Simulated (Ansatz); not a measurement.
Here is an Ansatz 0.2.0 calculation.

File input.yaml:

```yaml
crystal:
  lattice:
    - [0.0, 4.0199925062, 4.0199925062]
    - [4.0199925062, 0.0, 4.0199925062]
    - [4.0199925062, 4.0199925062, 0.0]
  atoms:
    - { symbol: Mn, position: [0.125, 0.125, 0.125], spin: 4.0 }
    - { symbol: Mn, position: [0.125, 0.125, 0.625], spin: 4.0 }
    - { symbol: Mn, position: [0.625, 0.125, 0.125], spin: 4.0 }
    - { symbol: Mn, position: [0.125, 0.625, 0.125], spin: 4.0 }
    - { symbol: O, position: [0.3609537633, 0.3609537633, 0.3609537633] }
    - { symbol: O, position: [0.3609537633, 0.3609537633, 0.91713871] }
    - { symbol: O, position: [0.91713871, 0.3609537633, 0.3609537633] }
    - { symbol: O, position: [0.3609537633, 0.91713871, 0.3609537633] }
    - { symbol: O, position: [0.8890462367, 0.8890462367, 0.33286129] }
    - { symbol: O, position: [0.8890462367, 0.8890462367, 0.8890462367] }
    - { symbol: O, position: [0.8890462367, 0.33286129, 0.8890462367] }
    - { symbol: O, position: [0.33286129, 0.8890462367, 0.8890462367] }
hamiltonian:
  xc: pbesol
  pseudopotentials: { kind: paw }
magnetization:
  spin_polarized: true
kpoints:
  mp_grid: { grid: [6, 6, 6] }
  band_path:
    path:
      - [[0.0, 0.0, 0.0], [0.5, 0.0, 0.5], [0.5, 0.25, 0.75], [0.375, 0.375, 0.75], [0.0, 0.0, 0.0], [0.5, 0.5, 0.5], [0.625, 0.25, 0.625], [0.5, 0.25, 0.75], [0.5, 0.5, 0.5], [0.375, 0.375, 0.75]]
      - [[0.625, 0.25, 0.625], [0.5, 0.0, 0.5]]
    npoints: 10
scf:
  occupations: { method: fermi_dirac, width: 0.05 }
  n_extra_bands: 30
output:
  forces: true
  stress: true
  eigenvalues: true
  fatbands: true
```

Potentials or basis: Ansatz PAW.

Run with:

```bash
$ ansatz run input.yaml --threads 4 --pin off --max-ram 11264MiB --backend cpu --events-out ev --progress --plain --runs-dir out
```

(1) Estimate the site moments.

(2) Estimate the pressure.

Answers

(1) Mn +2.48; O +0.06 μB.

(2) -2.2 GPa.

Caveat: the pressure holds a Pulay correction of +0.8 GPa for the finite cutoff; the PAW data sets come from PBE, with cores solved anew for the run's functional, which leaves a small shift of forces and pressure.
